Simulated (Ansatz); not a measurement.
# CH3GaO: the cost of one run

Method: the settings change from run to run; program: Ansatz 0.2.0, Gaussian basis.

## (1) The geometry

The structure was relaxed beforehand with PBE0-D4 in a triple-zeta def2 set.

6 atoms, charge 0, spin multiplicity 1.

Atoms are counted from 1 here; the program's logs count them from 0.

Bond lengths: C1–O2 1.388 Å, C1–H4 1.097 Å, C1–H5 1.097 Å, C1–H6 1.097 Å, O2–Ga3 1.782 Å. Angles: O2–C1–H4 111.0°, O2–C1–H5 111.0°, O2–C1–H6 111.0°, H4–C1–H5 107.9°, H4–C1–H6 107.9°, H5–C1–H6 107.9°, C1–O2–Ga3 179.5°.

Coordinates:

```tsv
atom	x (Å)	y (Å)	z (Å)
C1	0.2008	0.1258	-0.5180
O2	-0.2735	-0.2063	0.7433
Ga3	-0.8915	-0.6441	2.3558
H4	-0.6163	0.4522	-1.1727
H5	0.6903	-0.7328	-0.9934
H6	0.9322	0.9410	-0.4611
```

## (2) B3LYP5/aug-pcseg-2

This run has unrestricted orbitals.

The input, in.yaml:

```yaml
crystal:
  periodic: [false, false, false]
  atoms:
    - {symbol: C, position_ang: [0.200776, 0.125826, -0.517997]}
    - {symbol: O, position_ang: [-0.273503, -0.206299, 0.743256]}
    - {symbol: Ga, position_ang: [-0.891484, -0.644060, 2.355802]}
    - {symbol: H, position_ang: [-0.616350, 0.452173, -1.172726]}
    - {symbol: H, position_ang: [0.690321, -0.732776, -0.993409]}
    - {symbol: H, position_ang: [0.932240, 0.941037, -0.461125]}
basis:
  gaussian: {orbitals: aug-pcseg-2}
magnetization: {spin_polarized: true, initial_magnetization: 0}
hamiltonian: {xc: {name: B3LYP5}}
output: {forces: true}
```

On the command line:

```sh
$ ansatz run in.yaml --threads 2 --pin off --events-out ev --progress --plain --max-ram 4352MiB
```

Q: Estimate wall time and peak memory on 2 threads of AMD EPYC 7R32, shared host.

About 12 s, with a peak of 0.72 GiB.
